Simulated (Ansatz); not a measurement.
# KTaO2: the cost of one run

Computed with Ansatz 0.2.0 (DFT PBE, scalar-relativistic, plane waves, PAW, unless a step's input says otherwise).

## (1) Starting point

Symmetry: P-6m2, No. 187, hexagonal system. Conventional cell: a = 4.895 Å, b = 4.895 Å, c = 4.240 Å, α = 90.00°, β = 90.00°, γ = 120.00°. Around K (site symmetry -6m2) lie 3 Ta at 2.83 Å and 6 O at 3.21 Å. Ta (site symmetry -6m2) is surrounded by 2 O at 1.53 Å. O (site symmetry 3m) has 1 O at 1.19 Å and 1 Ta at 1.53 Å as nearest neighbours.

Structure file:

```xyz
4
Lattice="4.8949 0.0000 0.0000 -2.4474 4.2391 0.0000 0.0000 0.0000 4.2400" Properties=species:S:1:pos:R:3 pbc="T T T"
K     2.4474    1.4130    2.1200
Ta    0.0000    2.8261    2.1200
O     0.0000    2.8261    3.6462
O     0.0000    2.8261    0.5939
```

Recipe of the guess: random cell by space group and Wyckoff sites (P-6m2, No. 187). The dimensions are guesses.

## (2) The guess as it stands, on a coarse mesh

Contents of input.yaml:

```yaml
crystal:
  lattice:
    - [4.89489965, 0.0, 0.0]
    - [-2.44744982, 4.23910745, 0.0]
    - [0.0, 0.0, 4.24001339]
  atoms:
    - { symbol: K, position: [0.66666667, 0.33333333, 0.5] }
    - { symbol: Ta, position: [0.33333333, 0.66666667, 0.5] }
    - { symbol: O, position: [0.33333333, 0.66666667, 0.85993875] }
    - { symbol: O, position: [0.33333333, 0.66666667, 0.14006125] }
basis:
  ecutwfc: 420
kpoints:
  mp_grid: { grid: [6, 6, 4] }
hamiltonian:
  xc: pbe
scf:
  occupations: { method: gaussian, width: 0.1 }
  lower_state_search: "off"
output:
  forces: true
  stress: true
  eigenvalues: true
```

Run with:

```bash
ansatz run input.yaml --threads 1 --pin off --max-ram 2560MiB --backend cpu --events-out ev --progress --plain --runs-dir out
```

Q: Estimate wall time and peak memory on 1 thread of Intel Xeon at 2.50GHz (Skylake/Cascade Lake), shared host.

About 8.4 s, with a peak of 0.39 GiB.
